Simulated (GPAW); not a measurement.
The system is CsLiCr2Te2S3.

```
Cs Li Cr Te S
1.0
     3.60358    0.00000    0.00000
    -1.80179    3.12079    0.00000
     0.00000    0.00000   19.06651
Cs Li Cr Te S
1 1 2 2 3
Cartesian
  0.0000 0.0000 7.1307
  1.8018 1.0403 0.3064
  0.0000 0.0000 16.5187
  0.0000 2.0805 3.2095
  0.0000 2.0805 10.2751
  1.8018 1.0403 14.7338
  0.0000 0.0000 1.9124
  0.0000 2.0805 17.7166
  1.8018 1.0403 4.4631
```

The cell was built by a generator and needn't be a form met in nature.

Base run:

| Property | Result |
| --- | --- |
| Program | GPAW 26.7.0 |
| Functional | PBE |
| Potentials or basis | GPAW PAW data sets (gpaw-data 1.2.1) |
| Cutoff | 800 eV |
| Basis | pw |
| k mesh | 6 × 6 × 1 |
| Occupations | fermi-dirac, width 0.05 eV |
| Spin | collinear spin, ferromagnetic start |
| Starting moments | [0.0, 0.0, 3.0, 3.0, 0.0, 0.0, 0.0, 0.0, 0.0] μB |

Its results: pressure 0.1 GPa; largest force 0.131 eV/Å.

The run is repeated on the same cell with these changes: spin from collinear spin, ferromagnetic start to no spin polarisation. What comes out?

Pressure -3.7 GPa; largest force 0.550 eV/Å.
